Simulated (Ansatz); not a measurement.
# Y5Fe14Ni: the cost of one run

All numbers below are computed with Ansatz 0.2.0 (DFT PBE, scalar-relativistic, plane waves, PAW).

## Step 1: The structure to begin with

The cell holds 20 atoms (Fe14NiY5): a = 6.927 Å, b = 6.923 Å, c = 7.145 Å, α = 86.11°, β = 87.02°, γ = 91.58°.

It is the last frame of an earlier stage of the same melt, run at 2620 K.

The coordinates stand in the first input below.

## Step 2: Dynamics at 1880 K

One k point, a Fermi-Dirac width of 0.162 eV and a fixed cell.

Input file input.yaml:

```yaml
crystal:
  lattice:
    - [6.923604, -0.098592, 0.184883]
    - [-0.098592, 6.9182, 0.239849]
    - [0.184883, 0.239849, 7.138223]
  atoms:
    - { symbol: Fe, position: [0.7404616105, 0.2777202653, 0.3392036206] }
    - { symbol: Fe, position: [0.7997431143, 0.4514873753, 0.6136489752] }
    - { symbol: Fe, position: [0.9972683586, 0.7507024205, 0.9939721388] }
    - { symbol: Fe, position: [0.6880219929, 0.8868454886, 0.3964591413] }
    - { symbol: Fe, position: [0.4657181141, 0.4412742749, 0.3849415022] }
    - { symbol: Fe, position: [0.1413701191, 0.4498422782, 0.3565068816] }
    - { symbol: Fe, position: [0.0391327859, 0.669676448, 0.6666374598] }
    - { symbol: Fe, position: [0.9077461776, 0.0607130517, 0.1522172263] }
    - { symbol: Fe, position: [0.203185615, 0.0892642043, 0.984816627] }
    - { symbol: Fe, position: [0.3030266995, 0.6380303623, 0.0986092564] }
    - { symbol: Fe, position: [0.8549527974, 0.6607791994, 0.3663061864] }
    - { symbol: Fe, position: [0.6279835592, 0.8167637805, 0.0954162232] }
    - { symbol: Fe, position: [0.6620910374, 0.4944594582, 0.0246265855] }
    - { symbol: Fe, position: [0.3564814776, 0.3074772501, 0.1073044529] }
    - { symbol: "Y", position: [0.2569644911, 0.3808966667, 0.7014348901] }
    - { symbol: "Y", position: [0.6321453201, 0.1741637919, 0.8935369376] }
    - { symbol: "Y", position: [0.5029803524, 0.7861419648, 0.7677223842] }
    - { symbol: "Y", position: [0.2713624012, 0.9236672636, 0.3217744613] }
    - { symbol: "Y", position: [0.9494093403, 0.9797981784, 0.6073196559] }
    - { symbol: Ni, position: [0.9552144679, 0.3908005493, 0.0463792465] }
  symmetry: { detect: false }
basis:
  ecutwfc: 420
  xc_grid: 1
kpoints:
  mp_grid: { grid: [1, 1, 1], shift: [0.25, 0.25, 0.25] }
hamiltonian:
  xc: pbe
scf:
  occupations: { method: fermi_dirac, width: 0.162 }
  lower_state_search: "off"
  convergence: { dr2_threshold: 1.0e-05 }
output:
  forces: true
  stress: true
md:
  timestep: 3.0
  n_steps: 66
  ensemble: nvt_langevin
  friction: 0.03
  temperature: 1880.0
  initial_velocities: maxwell_boltzmann
  seed: 67801
```

Command:

```console
$ ansatz run input.yaml --threads 2 --pin off --max-ram 5120MiB --backend cpu --events-out ev --progress --plain --runs-dir out
```

What time and memory should one allow on 2 threads of Arm Neoverse V2, shared host?

About 3.7 min, with a peak of 0.69 GiB.
